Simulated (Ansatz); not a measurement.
Predict the output of the script below (Ansatz 0.2.0 through its Python package).

The script, `lattice_sr3mg.py`:
```python
# -*- coding: utf-8 -*-
'''Relaxed cell of Sr3Mg under several functionals.'''

import ansatz as az
import numpy as np

KMESH = (5, 5, 5)
FILLING = 'Gaussian'

def edges_and_angles(cell):
    cell = np.asarray(cell)
    a, b, c = np.linalg.norm(cell, axis=1)
    cosines = cell[1] @ cell[2] / (b * c), cell[0] @ cell[2] / (a * c), cell[0] @ cell[1] / (a * b)
    return (a, b, c, *np.degrees(np.arccos(cosines)))


def main():
    crystal = (
        az.Lattice.of((5.65022, 0.0, 0.0), (0.0, 5.65022, 0.0), (0.0, 0.0, 5.65022))
        .atom('Sr', (0.5, 0.5, 0.0))
        .atom('Sr', (0.5, 0.0, 0.5))
        .atom('Sr', (0.0, 0.5, 0.5))
        .atom('Mg', (0.0, 0.0, 0.0))
    )

    calculation = crystal.calculation()
    calculation = calculation.basis(38 * az.Ry)
    calculation = calculation.kpoints(*KMESH)
    calculation = calculation.occupations(FILLING).relax(cell=True, max_steps=100)

    levels = [('blyp', 'd3bj'), ('pbesol', 'none'), ('pbesol', 'd3bj')]
    print('level            a       b       c    alpha   beta  gamma  V/atom  steps')
    for name, dispersion in levels:
        seen = []
        run = calculation.functional(name, dispersion=dispersion).session().plan()
        done = run.execute(on_event=lambda e: seen.append(e) if e['event'] == 'relax_step' else None)
        cell = done.lattice.cell_ang
        label = name if dispersion == 'none' else f'{name}+{dispersion}'
        print('{:13s} {:7.4f} {:7.4f} {:7.4f} {:6.2f} {:6.2f} {:6.2f}'.format(label, *edges_and_angles(cell)), f'{abs(np.linalg.det(cell)) / len(done.lattice.sites):7.3f} {len(seen):5d}')


if __name__ == '__main__':
    main()
```

```console
$ python lattice_sr3mg.py
level            a       b       c    alpha   beta  gamma  V/atom  steps
blyp+d3bj      5.4641  5.4641  5.4641  90.00  90.00  90.00  40.784     5
pbesol         5.5620  5.5620  5.5620  90.00  90.00  90.00  43.016     4
pbesol+d3bj    5.4490  5.4490  5.4490  90.00  90.00  90.00  40.448     5
```

From smallest to largest: PBEsol+D3BJ (40.45 Å³ an atom, -10.3 % against the start), BLYP+D3BJ (40.78 Å³ an atom, -9.6 % against the start) and PBEsol (43.02 Å³ an atom, -4.6 % against the start). The spread is 6.3 % in volume.

Forces vanish by symmetry, so the ions can't move, and the end may be a saddle. BLYP and dispersion corrections can be off by several per cent in the lattices of metals, and by several GPa in the pressure at a fixed cell. The mesh is modest for a metal, so energies can be off by several to tens of meV an atom and pressures by half a GPa or more; differences at equal mesh fare better. The structure comes from a database of computed cells and needn't be a stable or known phase. The whole script took 37 s on 1 thread of Arm Neoverse V2 (shared host), peak memory 0.5 GiB.
